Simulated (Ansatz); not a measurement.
Task: a geometry optimisation of CH8AlNSSi, SMILES C[S][Al]([NH2])[SiH3], with the Ansatz DFT code, driven from Python. Give the script and its output. Level of theory: PBE, def2-SVP basis, multiplicity 1, D3BJ dispersion.

```xyz
13

C    -2.2684    0.6652    0.7529
S    -0.9127    0.5185    1.8760
Al    0.5929    0.2330    0.2101
N     1.6144    1.7510   -0.5110
Si    1.0569   -1.9373   -0.6321
H    -3.2400    0.8871    1.3335
H    -2.4149   -0.2059    0.1336
H    -2.1221    1.6046    0.0724
H     2.2201    1.3876   -1.1705
H     2.1062    2.1567    0.2911
H    -0.1991   -2.4948   -1.1371
H     1.5695   -2.7787    0.4900
H     2.0177   -1.8217   -1.6941
```

`opt_ch8alnssi.py`
```python
"""Geometry optimisation of CH8AlNSSi."""

import warnings

import ansatz as az
import numpy as np
import pandas as pd

config = {
    "basis": "def2-SVP",
    "functional": "pbe",
    "vdw": "d3bj",
}

GEOMETRY = """
C    -2.26840    0.66520    0.75290
S    -0.91270    0.51850    1.87600
Al    0.59290    0.23300    0.21010
N     1.61440    1.75100   -0.51100
Si    1.05690   -1.93730   -0.63210
H    -3.24000    0.88710    1.33350
H    -2.41490   -0.20590    0.13360
H    -2.12210    1.60460    0.07240
H     2.22010    1.38760   -1.17050
H     2.10620    2.15670    0.29110
H    -0.19910   -2.49480   -1.13710
H     1.56950   -2.77870    0.49000
H     2.01770   -1.82170   -1.69410
"""


def main() -> None:
    warnings.simplefilter("ignore", az.DeckWarning)

    mol = az.Crystal.molecule()
    for line in GEOMETRY.strip().splitlines():
        symbol, *xyz = line.split()
        mol = mol.atom(symbol, [float(v) for v in xyz])

    calculation = (
        mol.calculation()
        .basis(gaussian=config["basis"])
        .functional(config["functional"], dispersion=config["vdw"])
    )
    symbols = [site.symbol for site in mol.cartesian_sites]
    start = np.array([site.position_ang for site in mol.cartesian_sites], dtype=float)
    rep = calculation.relax(force_tolerance=0.01).run().report
    end = np.array(rep["positions_ang"])

    for key in ("converged", "free_energy_ev", "reference_energy_ev", "n_frozen", "n_occupied", "n_virtual"):
        print(f"{key:22s} {rep[key]}")

    print("bond        before    after (A)")
    for i, j in [(0, 1), (0, 5), (0, 6), (0, 7), (1, 2), (2, 3), (2, 4), (3, 8), (3, 9), (4, 10), (4, 11), (4, 12)]:
        d0, d1 = (np.linalg.norm(xyz[i] - xyz[j]) for xyz in (start, end))
        print(f"{symbols[i]}{i}-{symbols[j]}{j}".ljust(10), f"{d0:8.4f} {d1:8.4f}")

    charges = rep["charge_distribution"]
    table = pd.DataFrame({"atom": symbols, "mulliken": charges["mulliken_charges_e"], "lowdin": charges["lowdin_charges_e"]})
    print(table.round(3).to_string())
    print("dipole (e A):", np.round(charges["dipole_moment_e_ang"], 4) + 0.0)


if __name__ == "__main__":
    main()
```

```console
$ python opt_ch8alnssi.py
converged              True
free_energy_ev         -27943.595500857406
reference_energy_ev    -27943.289368361857
n_frozen               0
n_occupied             [32, 32]
n_virtual              [90, 90]
bond        before    after (A)
C0-S1        1.7666   1.8454
C0-H5        1.1534   1.1066
C0-H6        1.0788   1.1075
C0-H7        1.1692   1.1069
S1-Al2       2.2635   2.2062
Al2-N3       1.9667   1.7850
Al2-Si4      2.3738   2.4504
N3-H8        0.9664   1.0224
N3-H9        1.0246   1.0229
Si4-H10      1.4640   1.5099
Si4-H11      1.4933   1.5102
Si4-H12      1.4368   1.5091
   atom  mulliken  lowdin
0     C    -0.153  -0.095
1     S    -0.301   0.197
2    Al     0.521  -0.146
3     N    -0.386   0.055
4    Si    -0.074   0.111
5     H     0.078  -0.001
6     H     0.086   0.004
7     H     0.082   0.001
8     H     0.129   0.013
9     H     0.129   0.013
10    H    -0.035  -0.049
11    H    -0.037  -0.050
12    H    -0.039  -0.053
dipole (e A): [ 0.1695  0.0243 -0.0815]
```

Total energies depend on the basis set; only differences at equal settings carry meaning. The end point is the stationary point reached from this start; no frequency run checks that it is a minimum, and the basis set is modest. The Löwdin charges here are taken after orthogonalising the functions within each atom; they differ from plain Löwdin charges, and their signs can be unphysical. Total less reference energy is the dispersion correction. Finished in 4.7 min on 1 thread of Arm Neoverse V1, with other jobs on the host, peak memory 0.3 GiB.

(Lines on the test bed's own set-up are left out of the output.)
